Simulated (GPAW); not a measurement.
The system is WAu.

```
W Au
1.0
     0.00000    2.74798    2.74798
     2.74798    0.00000    2.74798
     2.74798    2.74798    0.00000
W Au
1 1
Direct
  0.00000 0.00000 0.00000
  0.75000 0.75000 0.75000
```

The cell was built by a generator and needn't be a form met in nature.

```yaml
Program: GPAW 26.7.0
Task: relaxation of cell and atoms
Functional: revPBE
Potentials_or_basis: the program's PAW data sets (release 1.2.1) made for this functional
Cutoff: 600 eV
Basis: pw
k_mesh: 8 × 8 × 8
Occupations: fermi-dirac, width 0.05 eV
Spin: no spin polarisation
```

At the start: pressure 36.6 GPa; volume 20.75 Å³/atom.

Problem. How do energy, volume and symmetry change on relaxing?

Solution. Over 5 steps the energy falls by 414.2 meV/atom and the volume is 25.12 Å³/atom (+21.1 %); space group F-43m (No. 216, to 0.05 Å).

The path:
| step | energy change (eV) | largest force (eV/Å) | pressure (GPa) | volume (Å³) |
| --- | --- | --- | --- | --- |
| 1 | 0.0000 | 0.0000 | 36.62 | 41.50 |
| 2 | -0.6642 | 0.0000 | 13.38 | 45.94 |
| 3 | -0.8203 | 0.0000 | 2.59 | 49.22 |
| 4 | -0.8282 | 0.0000 | 0.31 | 50.12 |
| 5 | -0.8283 | 0.0000 | 0.01 | 50.24 |

Final structure:
```
W Au
1.0
     0.00000    2.92876    2.92876
     2.92876    0.00000    2.92876
     2.92876    2.92876    0.00000
W Au
1 1
Cartesian
  0.0000 0.0000 0.0000
  4.3931 4.3931 4.3931
```

Caveat: with this Au data set, volumes or pressures lay over 1.5 % or 2 GPa off other programs in two to four cells of ten; later steps reuse the first step's grids; the volume moved by over 15 % at a fixed basis, so the end points are rough.
